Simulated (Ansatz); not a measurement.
Write a Python script for the Python package of Ansatz (0.2.0) that makes a band structure of SrTl₃, space group Pm-3m. Level of theory: PBEsol, PAW, the default cutoff (420 eV here), 5×5×5 k-points, Fermi-Dirac smearing of 0.15 eV.

```
CELL_PARAMETERS angstrom
4.94419 0.00000 0.00000
0.00000 4.94419 0.00000
0.00000 0.00000 4.94419
ATOMIC_POSITIONS crystal
Sr 0.00000 0.00000 0.00000
Tl 0.00000 0.50000 0.50000
Tl 0.50000 0.00000 0.50000
Tl 0.50000 0.50000 0.00000
```

`bands_srtl3.py`
```python
"""Bands of SrTl3 along a path through the zone."""

from pathlib import Path

import ansatz as az
import numpy as np
import pandas as pd

vectors = np.array([
    [4.944187, 0.0, 0.0],
    [0.0, 4.944187, 0.0],
    [0.0, 0.0, 4.944187],
])
cell = (
    az.Lattice.of(vectors)
    .atom("Sr", [0.0, 0.0, 0.0])
    .atom("Tl", [0.0, 0.5, 0.5])
    .atom("Tl", [0.5, 0.0, 0.5])
    .atom("Tl", [0.5, 0.5, 0.0])
)

# high-symmetry points in fractions of the reciprocal vectors
path = [
    ("G", (0.0, 0.0, 0.0)),
    ("X", (0.0, 0.5, 0.0)),
    ("M", (0.5, 0.5, 0.0)),
    ("G", (0.0, 0.0, 0.0)),
    ("R", (0.5, 0.5, 0.5)),
]
base = cell.calculation()
base = base.occupations("fermi_dirac", width=0.15)
base = base.kpoints(5, 5, 5)
base = base.functional(az.Functional.PBESOL)
base = base.band_structure([point for _, point in path], intervals=8)
base = base.scf(extra_bands=10).forces()
session = base.session()
planned = session.plan(threads=1)
outcome = planned.execute()
summary = outcome.report

print(f"free energy      {summary['free_energy_ev']:.5f} eV")
print(f"per atom         {summary['free_energy_ev'] / len(outcome.lattice.sites):.5f} eV")
print(f"SCF iterations   {summary['n_iterations']}  (converged: {summary['converged']})")

# forces in eV per angstrom
table = pd.DataFrame(summary["forces_ev_ang"], columns=["fx", "fy", "fz"])
table.insert(0, "atom", [site["symbol"] for site in summary["lattice"]["sites"]])
print(table.round(4).to_string())

lines = ["| quantity | value |", "|---|---|"]
lines.append(f"| free energy per atom | {summary['free_energy_ev'] / len(outcome.lattice.sites):.4f} eV |")
lines.append(f"| Fermi level | {summary['fermi_energy_ev']:.3f} eV |")
lines.append(f"| volume per atom | {summary['setup']['cell_volume_ang3'] / len(outcome.lattice.sites):.3f} A^3 |")
lines.append(f"| valence electrons | {summary['n_electrons']:g} |")
Path("summary.md").write_text("\n".join(lines) + "\n")

bands = outcome.band_structure()
fermi = bands.fermi_energy_ev
print(f"zero of the bands: {fermi:.3f} eV, the Fermi level found on the SCF mesh")
for spin, channel in enumerate(bands.channels):
    levels = channel.eigenvalues_ev - fermi
    crossing = [b for b in range(levels.shape[1]) if levels[:, b].min() < 0 < levels[:, b].max()]
    print(f"channel {spin}: bands that cross the Fermi level on this path:", [b + 1 for b in crossing] or "none")
    shown = crossing or sorted(np.argsort(np.abs(levels).min(axis=0))[:2])
    for k, row in zip(bands.kpoints_frac, levels[:, shown]):
        print(f"{k[0]:7.3f} {k[1]:7.3f} {k[2]:7.3f}  ", " ".join(f"{e:8.3f}" for e in row))
```

Output of `python bands_srtl3.py`:
```text
DeckWarning: basis.ecutwfc = 420 eV, auto-derived from the records' recommended cutoffs: set by Sr (normal level)
free energy      -37380.51692 eV
per atom         -9345.12923 eV
SCF iterations   7  (converged: True)
  atom   fx   fy   fz
0   Sr -0.0  0.0  0.0
1   Tl  0.0 -0.0 -0.0
2   Tl  0.0 -0.0 -0.0
3   Tl -0.0 -0.0  0.0
zero of the bands: 9.552 eV, the Fermi level found on the SCF mesh
channel 0: bands that cross the Fermi level on this path: [24, 25, 26]
  0.000   0.000   0.000     -0.896   -0.896    3.491
  0.000   0.062   0.000     -0.881   -0.797    2.949
  0.000   0.125   0.000     -0.836   -0.542    2.296
  0.000   0.188   0.000     -0.768   -0.208    1.708
  0.000   0.250   0.000     -0.687    0.157    1.196
  0.000   0.312   0.000     -0.605    0.526    0.773
  0.000   0.375   0.000     -0.536    0.455    0.881
  0.000   0.437   0.000     -0.489    0.255    1.177
  0.000   0.500   0.000     -0.473    0.187    1.306
  0.062   0.500   0.000     -0.399    0.079    1.055
  0.125   0.500   0.000     -0.297   -0.208    0.920
  0.188   0.500   0.000     -0.220    0.045    1.003
  0.250   0.500   0.000     -0.035    0.312    1.141
  0.312   0.500   0.000      0.185    0.565    0.954
  0.375   0.500   0.000      0.417    0.788    0.815
  0.437   0.500   0.000      0.616    0.729    0.954
  0.500   0.500   0.000      0.700    0.700    1.019
  0.437   0.437   0.000      0.545    0.753    0.872
  0.375   0.375   0.000      0.226    0.451    0.912
  0.312   0.312   0.000     -0.102    0.008    1.173
  0.250   0.250   0.000     -0.386   -0.001    1.528
  0.188   0.188   0.000     -0.610    0.700    0.907
  0.125   0.125   0.000     -0.770    0.042    1.606
  0.062   0.062   0.000     -0.865   -0.628    2.602
  0.000   0.000   0.000     -0.896   -0.896    3.491
  0.062   0.062   0.062     -0.612   -0.612    2.529
  0.125   0.125   0.125      0.107    0.107    1.499
  0.188   0.188   0.188      0.578    0.578    1.098
  0.250   0.250   0.250     -0.156   -0.156    1.399
  0.312   0.312   0.312     -0.751   -0.751    0.088
  0.375   0.375   0.375     -1.190   -1.190   -0.997
  0.437   0.437   0.437     -1.523   -1.461   -1.461
  0.500   0.500   0.500     -1.553   -1.553   -1.553
```
(Warnings from the package without file and line.)

File `summary.md` afterwards:
```text
| quantity | value |
|---|---|
| free energy per atom | -9345.1292 eV |
| Fermi level | 9.552 eV |
| volume per atom | 30.215 A^3 |
| valence electrons | 49 |
```

What to keep in mind:
- Absolute energies stand on the zero of these potentials, so only differences at equal settings mean something.
- The computed bands are complete only to about 5.9 eV above the Fermi level.
- For a metal this k-point mesh is coarse: on a finer one energies can move by several to tens of meV an atom and pressures by half a GPa or more, differences at one mesh by less.
- The smearing is wide enough that free energy and stress hold a thermal part of the electrons.
- Spin-orbit coupling, which matters for elements this heavy, is left out.
- The structure comes from a database of computed cells and needn't be a stable or known phase.
- Gaps and levels are Kohn-Sham values on a finite set of k-points, without spin-orbit coupling.
- It ran for 7.7 s on 1 thread of Arm Neoverse V1, with other jobs on the host, peak memory 0.45 GiB.
